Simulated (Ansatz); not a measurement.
# TiTe2: a single-point run

Aim: a sound single-point run of TiTe2. The structure is shown as the input types it. The cell is built on a prototype (fluorite) and needn't be the phase found in nature.

Program: Ansatz 0.2.0. Level of theory: density functional or hybrid calculation with the settings of its input, plane waves (as first typed). These are calculated values, not measurements.

9 further runs of the same task are left out: 2 for a known fault of the program, 7 that didn't finish.

## 1. The structure to begin with

It takes space group Fm-3m (No. 225, cubic). The conventional cell has a = 6.880 Å, b = 6.880 Å, c = 6.880 Å, α = 90.00°, β = 90.00°, γ = 90.00°. Ti (site symmetry m-3m) has 8 Te at 2.98 Å as nearest neighbours. Te (site symmetry -43m) has 4 Ti at 2.98 Å as nearest neighbours.

Coordinates:

```xyz
3
Lattice="0.0000 3.4401 3.4401 3.4401 0.0000 3.4401 3.4401 3.4401 0.0000" Properties=species:S:1:pos:R:3 pbc="T T T"
Ti    0.0000    0.0000    0.0000
Te    1.7201    1.7201    1.7201
Te    5.1602    5.1602    5.1602
```

## 2. Input and run

File input.yaml:

```yaml
crystal:
  lattice:
    - [0.0, 3.4401227243, 3.4401227243]
    - [3.4401227243, 0.0, 3.4401227243]
    - [3.4401227243, 3.4401227243, 0.0]
  atoms:
    - { symbol: Ti, position: [0.0, 0.0, 0.0] }
    - { symbol: Te, position: [0.25, 0.25, 0.25] }
    - { symbol: Te, position: [0.75, 0.75, 0.75] }
kpoints:
  mp_grid: { grid: [4, 4, 4] }
hamiltonian:
  xc: r2scan
scf:
  occupations: { method: fermi_dirac, width: 0.02 }
  n_extra_bands: 4
  max_iter: 68
output:
  forces: true
  stress: true
  eigenvalues: true
basis:
  ecutrho_ratio: 2
```

Launch:

```sh
ansatz run input.yaml --threads 4 --pin off --max-ram 3686MiB --backend cpu --events-out ev --progress --plain --runs-dir out
```

**Question.** How will this run end, and is anything wrong with its input?

The run converged and reported no error, with warnings (cutoff below recommended). Its log warns: «basis.ecutrho_ratio = 2 (ecutrho = 1000 eV) is below the records' recommended 2000 eV»

In the input, basis.ecutrho_ratio is 2. The density cutoff must be at least four times the energy cutoff of the waves.

The test: delete basis.ecutrho_ratio (the default then holds).
